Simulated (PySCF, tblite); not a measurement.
# C₅H₁₃NO₂Si: geometry, infrared bands and NMR shifts

What infrared bands and NMR shifts should C₅H₁₃NO₂Si (`COC[SiH2]N(C)C(C)=O`) show?

Programs: tblite 0.8.0 and PySCF 2.14.0, with density-fitted response routines of our own. Each step states its level of theory. These are calculated values for one molecule in the gas phase, unless marked as measured. Atoms count from 0, in the outputs and in this text.

## 1. The molecule as given

22 atoms, charge 0, multiplicity 1; geometry from: force field or distance geometry start.

Bonds of the start (Å): C0–O1 1.41, O1–C2 1.38, C2–Si3 1.87, Si3–N4 1.79, N4–C5 1.45, N4–C6 1.41, C6–C7 1.46, C6–O8 1.27, C0–H9 1.10, C0–H10 1.11, C0–H11 1.10, C2–H12 1.12, C2–H13 1.11, Si3–H14 1.48, Si3–H15 1.46, C5–H16 1.13, C5–H17 1.13, C5–H18 1.09, C7–H19 1.12, C7–H20 1.10, C7–H21 1.11.

## 2. Geometry optimisation with GFN2-xTB

What the job is given:

```
{"job": {"kind": "relax", "xc": "GFN2-xTB", "basis": "xTB"}, "charge": 0, "multiplicity": 1}
C      3.686300    -0.065800     0.211900
O      2.871400    -1.166300     0.558700
C      1.695200    -1.153200    -0.156300
Si     0.683100     0.394800     0.134400
N     -1.076300     0.126200    -0.047700
C     -1.511900    -1.204300    -0.419000
C     -1.936000     1.225600     0.145300
C     -3.393000     1.191600     0.033100
O     -1.400300     2.328100     0.464100
H      3.865000    -0.175000    -0.870500
H      3.135700     0.858800     0.478700
H      4.677000    -0.149800     0.693900
H      1.882600    -1.308900    -1.248100
H      1.079400    -2.028100     0.147000
H      0.913000     0.987100     1.465700
H      1.081300     1.393700    -0.847000
H     -1.308500    -1.933100     0.423300
H     -0.945800    -1.588600    -1.313800
H     -2.577300    -1.289400    -0.640400
H     -3.716700     1.647100    -0.934400
H     -3.828900     0.177000     0.059600
H     -3.885800     1.751800     0.859000
```

The run is started by

```sh
$ OMP_NUM_THREADS=1 python probes_run.py task.json out
```

This one command runs all jobs of the session in turn.

**Question.** This job is followed by: GFN2-xTB harmonic vibrations, gas phase; GIAO PBE0/pcSseg-1 NMR shielding, non-relativistic, gas phase. Predict these results of the whole session: strongest single infrared mode (GFN2-xTB); zero-point energy (GFN2-xTB); 13C shifts against TMS (PBE0/pcSseg-1); 1H shifts against TMS (PBE0/pcSseg-1, means over atoms taken as alike); 17O shifts against H2O (PBE0/pcSseg-1); 29Si shifts against TMS (PBE0/pcSseg-1); 15N shifts against NH3 (PBE0/pcSseg-1).

The runs gave:

```
                                                              quantity                              value
                             strongest single infrared mode (GFN2-xTB)              1657 cm⁻¹, 422 km/mol
                                          zero-point energy (GFN2-xTB)                     110.1 kcal/mol
                                13C shifts against TMS (PBE0/pcSseg-1)  182.6, 64.8, 62.2, 31.4, 20.8 ppm
1H shifts against TMS (PBE0/pcSseg-1, means over atoms taken as alike)   5.09, 3.51, 3.42, 2.64, 2.09 ppm
                                17O shifts against H2O (PBE0/pcSseg-1)                    442.9, -3.4 ppm
                               29Si shifts against TMS (PBE0/pcSseg-1)                          -50.9 ppm
                                15N shifts against NH3 (PBE0/pcSseg-1)                          122.7 ppm
```

**Reading.** The optimisation took 129 steps and gained 0.814 eV; among the close pairs (by a distance rule), N4–C6 changed most, from 1.409 to 1.338 Å. No mode is imaginary among the 60: a minimum at this level. The strongest single mode, at 1657 cm⁻¹, moves mainly C6 and O8. GFN2-xTB is a fitted tight-binding method: band positions and strengths are rough. Its intensities can rank the bands wrongly. The most deshielded carbon is C6 (amide carbonyl carbon), at 182.6 ppm: it is a carbonyl in resonance with an O or N lone pair, the region of acids, esters and amides. At PBE0/pcSseg-1: The widest tensor belongs to O8: span 597 ppm, with a paramagnetic part of -514 ppm.
